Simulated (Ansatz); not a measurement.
# In3As: the cost of one run

Computed with Ansatz 0.2.0 (DFT r2SCAN, scalar-relativistic, plane waves, PAW, unless a step's input says otherwise).

## 1. The structure to begin with

It takes space group Pm-3m (No. 221, cubic). The conventional cell has a = 4.672 Å, b = 4.672 Å, c = 4.672 Å, α = 90.00°, β = 90.00°, γ = 90.00°. In (site symmetry 4/mmm) has 8 In at 3.30 Å and 4 As at 3.30 Å as nearest neighbours. Around As (site symmetry m-3m) lie 12 In at 3.30 Å.

Coordinates:

```cif
data_structure
_symmetry_space_group_name_H-M 'Pm-3m'
_symmetry_Int_Tables_number 221
_cell_length_a 4.6717
_cell_length_b 4.6717
_cell_length_c 4.6717
_cell_angle_alpha 90.000
_cell_angle_beta 90.000
_cell_angle_gamma 90.000
_cell_volume 101.96
loop_
_atom_site_label
_atom_site_type_symbol
_atom_site_symmetry_multiplicity
_atom_site_Wyckoff_symbol
_atom_site_fract_x
_atom_site_fract_y
_atom_site_fract_z
_atom_site_occupancy
In1 In 3 c 0.00000 0.50000 0.50000 1
As1 As 1 a 0.00000 0.00000 0.00000 1
```

This is candidate A: structure listed in a database for this formula (Pm-3m, No. 221).

(A quick probe on a coarse mesh, which set the mesh and smearing, is not shown.)

## 3. Full relaxation (candidate A)

File input.yaml:

```yaml
crystal:
  lattice:
    - [4.671681, 0.0, 0.0]
    - [0.0, 4.671681, 0.0]
    - [0.0, 0.0, 4.671681]
  atoms:
    - { symbol: In, position: [0.0, 0.5, 0.5] }
    - { symbol: In, position: [0.5, 0.0, 0.5] }
    - { symbol: In, position: [0.5, 0.5, 0.0] }
    - { symbol: As, position: [0.0, 0.0, 0.0] }
basis:
  ecutwfc: 500
kpoints:
  mp_grid: { grid: [10, 10, 10] }
hamiltonian:
  xc: r2scan
scf:
  occupations: { method: gaussian, width: 0.1 }
output:
  forces: true
  stress: true
  eigenvalues: true
relax:
  adjacent_minimum: "off"
  f_tol: 0.01
  max_steps: 80
  cell: { stress_tol: 0.05 }
```

Launch:

```
ansatz run input.yaml --threads 1 --pin off --max-ram 3072MiB --backend cpu --events-out ev --progress --plain --runs-dir out
```

**Question.** How long does this run take on 1 thread of Arm Neoverse V2, shared host, and how much memory does it need?

About 1.8 min, with a peak of 0.68 GiB.
